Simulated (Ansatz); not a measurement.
# AlCl2F: the cost of one run

Method: DFT PBE, scalar-relativistic, plane waves, PAW, in Ansatz 0.2.0.

1 further run of the same task is left out (it didn't finish).

### Step 1. The structure to begin with

Symmetry: P6/mmm, No. 191, hexagonal system. The conventional cell has a = 5.226 Å, b = 5.226 Å, c = 3.482 Å, α = 90.00°, β = 90.00°, γ = 120.00°. Al (site symmetry 6/mmm) is surrounded by 2 F at 1.74 Å. Cl (site symmetry -6m2) has 3 Cl at 3.02 Å and 3 F at 3.02 Å as nearest neighbours. Around F (site symmetry 6/mmm) lie 2 Al at 1.74 Å.

Coordinates:

```
Al Cl F
1.0
     5.22622    0.00000    0.00000
    -2.61311    4.52604    0.00000
     0.00000    0.00000    3.48168
Al Cl F
1 2 1
Direct
  0.00000 0.00000 0.00000
  0.33333 0.66667 0.50000
  0.66667 0.33333 0.50000
  0.00000 0.00000 0.50000
```

It is the end of an earlier relaxation with the same method, from a generated guess; it is a trial structure. At a tolerance of 0.05 Å it has space group P6/mmm (No. 191); it has 20.59 Å³/atom, an uncorrected energy of -0.72 eV/atom over the elements.

### Step 2. Bands, states and charges

File input.yaml:

```yaml
crystal:
  lattice:
    - [5.2262210945, 0.0, 0.0]
    - [-2.6131105472, 4.5260402336, 0.0]
    - [0.0, 0.0, 3.481675862]
  atoms:
    - { symbol: Al, position: [0.0, 0.0, 0.0] }
    - { symbol: Cl, position: [0.3333333333, 0.6666666667, 0.5] }
    - { symbol: Cl, position: [0.6666666667, 0.3333333333, 0.5] }
    - { symbol: F, position: [0.0, 0.0, 0.5] }
basis:
  ecutwfc: 420
kpoints:
  mp_grid: { grid: [12, 12, 14] }
  band_path:
    path:
      - [[0.0, 0.0, 0.0], [0.5, 0.0, 0.0], [0.33333333, 0.33333333, 0.0], [0.0, 0.0, 0.0], [0.0, 0.0, 0.5], [0.5, 0.0, 0.5], [0.33333333, 0.33333333, 0.5], [0.0, 0.0, 0.5]]
      - [[0.5, 0.0, 0.5], [0.5, 0.0, 0.0]]
      - [[0.33333333, 0.33333333, 0.5], [0.33333333, 0.33333333, 0.0]]
    npoints: 14
hamiltonian:
  xc: pbe
scf:
  occupations: { method: gaussian, width: 0.1 }
  n_extra_bands: 10
output:
  forces: true
  stress: true
  eigenvalues: true
  populations: true
  dos: { projected: true, de: 0.02, nscf_kmesh: { grid: [15, 15, 17] } }
  bader: true
  write_density: true
  write_potential: true
  elf: true
  volumetric_format: npy
```

Command:

```
ansatz run input.yaml --threads 1 --pin off --max-ram 2560MiB --backend cpu --events-out ev --progress --plain --runs-dir out
```

**Question.** How long does this run take on 1 thread of AMD EPYC 9R45 (Zen 5), shared host, and how much memory does it need?

About 24 s, with a peak of 0.58 GiB.
